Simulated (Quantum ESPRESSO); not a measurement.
**IrRu: equation of state with PBE**

Crystal: IrRu.

```
Ir Ru
1.0
     2.72491    0.00000    0.00000
    -1.36246    2.35984    0.00000
     0.00000    0.00000    4.33070
Ir Ru
1 1
Direct
  0.00000 0.00000 0.50000
  0.66667 0.33333 0.00000
```

The cell comes from a database or a generator and needn't be the stable form of this composition.

* Program: Quantum ESPRESSO 7.5
* Task: equation of state
* Functional: PBE
* Potentials or basis: SSSP 1.3 efficiency PBE
* Cutoff: 816 eV
* Density cutoff: 5987 eV
* k mesh: 11 × 11 × 6
* Occupations: fermi-dirac, width 0.05 eV
* Spin: no spin polarisation

```
Equilibrium volume                        : 14.14 Å³/atom
Bulk modulus at fixed shape and positions : 331 GPa
Pressure derivative of the bulk modulus   : 4.9
```

Energy against volume, from the lowest point:
```
volume (Å³/atom)  energy (meV/atom)
          13.089              93.95
          13.367              48.62
          13.645              18.95
          13.924               3.26
          14.202               0.00
          14.481               7.77
          14.759              25.36
```

All runs of the series together: 4.4 min on 1 thread of Arm Neoverse V1, with other jobs on the host.

Caveat: the cell was scaled at fixed shape and fractional positions, which overstates the stiffness of a crystal with free parameters, most of all of layers and chains. The run has no spin-orbit coupling, so splittings on Ir are missing.
